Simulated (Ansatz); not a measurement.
Below is the output of a Python script on Ansatz 0.2.0, Python API that makes a convergence test of the plane-wave cutoff of SiC, space group P6_3mc. Write a script that gives it. Use (first run): PBE, PAW, cutoff 250 eV, 6×6×4 k-points, fixed occupations. The script varies cutoff (eV): 250, 350, 450, 550, 650, 750.

```
Si C
1.0
     3.07600    0.00000    0.00000
    -1.53800    2.66389    0.00000
     0.00000    0.00000    5.04800
Si C
2 2
Cartesian
  0.0000 1.7759 0.0000
  1.5380 0.8880 2.5240
  0.0000 1.7759 1.9435
  1.5380 0.8880 4.4675
```

```console
$ python sic_ecut.py
DeckWarning: basis.ecutwfc = 250 eV is below the records' recommended 420 eV, and the density's cutoff is lower with it unless basis.ecutrho_ratio is high enough to keep the records' density cutoff: compare with a run at a higher cutoff
DeckWarning: basis.ecutwfc = 350 eV is below the records' recommended 420 eV, and the density's cutoff is lower with it unless basis.ecutrho_ratio is high enough to keep the records' density cutoff: compare with a run at a higher cutoff
 cutoff (eV)  F/atom (eV)  iterations  P (GPa)  max component (eV/A)  plane waves
         250   -443.30160           7  4.96414               0.81961          373
         350   -443.54778           6  3.56187               0.74259          615
         450   -443.56525           6  3.70035               0.74531          893
         550   -443.56557           6  3.69377               0.74522         1189
         650   -443.56576           6  3.68823               0.74505         1545
         750   -443.56585           6  3.68742               0.74504         1919
250: +264.25 meV/atom
350: +18.06 meV/atom
450: +0.60 meV/atom  (within 1 meV)
550: +0.28 meV/atom  (within 1 meV)
650: +0.08 meV/atom  (within 1 meV)
```
(Warnings from the package without file and line.)

The script that was run (others could print the same):

`sic_ecut.py`:
```python
'''Convergence of SiC with the plane-wave cutoff.'''

import ansatz as az
import pandas as pd

KMESH = (6, 6, 4)
OCCUPATIONS = 'fixed'

cell = (
    az.Lattice.of([3.076, 0.0, 0.0], [-1.538, 2.663894, 0.0], [0.0, 0.0, 5.048])
    .atom('Si', [1 / 3, 2 / 3, 0.0])
    .atom('Si', [2 / 3, 1 / 3, 0.5])
    .atom('C', [1 / 3, 2 / 3, 0.385])
    .atom('C', [2 / 3, 1 / 3, 0.885])
)

job = (
    cell.calculation()
    .kpoints(*KMESH)
    .functional(az.Functional.PBE)
    .occupations(OCCUPATIONS)
    .forces()
    .stress()
)

rows = []
for value in [250, 350, 450, 550, 650, 750]:
    report = job.basis(value).run().report
    rows.append((value, report['free_energy_ev'] / len(report['lattice']['sites']), report['n_iterations'], sum(report['stress_gpa'][i][i] for i in range(3)) / 3, max(abs(f) for row in report['forces_ev_ang'] for f in row), report['n_pw']))

table = pd.DataFrame(rows, columns=['cutoff (eV)', 'F/atom (eV)', 'iterations', 'P (GPa)', 'max component (eV/A)', 'plane waves'])
print(table.round(5).to_string(index=False))

# the last row is the reference
for row in rows[:-1]:
    shift = 1000 * (row[1] - rows[-1][1])
    print(f'{row[0]}: {shift:+.2f} meV/atom' + ('  (within 1 meV)' if abs(shift) < 1 else ''))
```

From 450 eV on it stays within 1 meV an atom of the value at 750 eV; the first row (250 eV) is off by 264.2 meV and the last but one by 0.08 meV. The energy falls steadily, as expected when plane waves are added. The pressure moves from 4.96 to 3.69 GPa (the program's stress holds a Pulay correction, so it settles early).

Pressure is positive in compression. The starting cell is as deposited in a crystallographic database; the results hold for this polymorph, which needn't be the stable one. Shifts are counted from the last row, which is itself no proven limit. The whole script took 7.9 s on 1 thread of Arm Neoverse V2, with other jobs on the host, peak memory 0.45 GiB.
